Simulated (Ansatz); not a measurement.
# SrAsPt: further runs on the relaxed cell

The task here is to estimate one member of a computed series from the others.

Program: Ansatz 0.2.0. Level of theory: DFT PBEsol, scalar-relativistic, plane waves, PAW. These are calculated values, not measurements.

1 further run of the same task is left out (set aside as unsound or not needed).

## The starting structure

It takes space group P6_3/mmc (No. 194, hexagonal). Conventional cell: a = 4.239 Å, b = 4.239 Å, c = 8.909 Å, α = 90.00°, β = 90.00°, γ = 120.00°. Around Sr (site symmetry -3m) lie 6 As at 3.31 Å and 6 Pt at 3.31 Å. As (site symmetry -6m2) is surrounded by 3 Pt at 2.45 Å and 6 Sr at 3.31 Å. Around Pt (site symmetry -6m2) lie 3 As at 2.45 Å.

Structure file:

```
CELL_PARAMETERS angstrom
4.23929 0.00000 0.00000
-2.11965 3.67134 0.00000
0.00000 0.00000 8.90898
ATOMIC_POSITIONS crystal
Sr 0.00000 0.00000 0.50000
Sr 0.00000 0.00000 0.00000
As 0.33333 0.66667 0.75000
As 0.66667 0.33333 0.25000
Pt 0.33333 0.66667 0.25000
Pt 0.66667 0.33333 0.75000
```

It goes back to an entry of the Materials Project, which need not be the stable form.

This cell was relaxed beforehand with the same method: volume 23.11 Å³/atom, gap on the mesh none (metal).

The first run:

File input.yaml:

```yaml
crystal:
  lattice:
    - [4.1964706102, 0.0, 0.0]
    - [-2.0982353051, 3.6342501547, 0.0]
    - [0.0, 0.0, 8.8189856805]
  atoms:
    - { symbol: Sr, position: [0.0, 0.0, 0.5] }
    - { symbol: Sr, position: [0.0, 0.0, 0.0] }
    - { symbol: As, position: [0.3333333333, 0.6666666667, 0.75] }
    - { symbol: As, position: [0.6666666667, 0.3333333333, 0.25] }
    - { symbol: Pt, position: [0.3333333333, 0.6666666667, 0.25] }
    - { symbol: Pt, position: [0.6666666667, 0.3333333333, 0.75] }
basis:
  ecutwfc: 420
kpoints:
  mp_grid: { grid: [12, 12, 4] }
hamiltonian:
  xc: pbesol
scf:
  occupations: { method: gaussian, width: 0.1 }
output:
  forces: true
  stress: true
  eigenvalues: true
relax:
  adjacent_minimum: "off"
  f_tol: 0.01
  max_steps: 30
  cell: { stress_tol: 0.1, fix: [volume] }
```

Launch:

```bash
$ ansatz run input.yaml --threads 2 --pin off --max-ram 5120MiB --backend cpu --events-out ev --progress --plain --runs-dir out
```

Among the steps run: The cell scaled to 0.97 of its volume; The cell scaled to 1.03 of its volume; Point at V/V0 = 0.94; Point at V/V0 = 1.06; The cell scaled to 0.91 of its volume; Volume × 1.10; The cell scaled to 0.88 of its volume.

One of the session's tables, all rows but one given; the rest of the session is left out.

It belongs to the step «Energy against volume». 

```
volume (Å³/atom)  energy above the lowest point (meV/atom)  pressure (GPa)
          20.337                                      92.5           11.78
          21.030                                      49.3            8.23
          21.723                                      20.7            5.07
          22.416                                       4.9            2.33
          23.110                                       0.0           -0.02
          23.803                                         ?               ?
          24.496                                      17.6           -3.82
          25.421                                      45.5           -5.78
```

**Question.** Estimate the row for volume (Å³/atom) = 23.803.

Worked estimate for «energy above the lowest point (meV/atom)». A straight line through the neighbours (23.110, 0.0) and (24.496, 17.6) gives 0.0 + (17.6 − 0.0) × (23.803 − 23.110) / (24.496 − 23.110) = 8.8; a parabola fitted to 4 rows on both sides gives 4.9.

As computed: energy above the lowest point (meV/atom): 4.7; pressure (GPa): -2.06. In «energy above the lowest point (meV/atom)» the line misses by +4.1 and the parabola by +0.2.
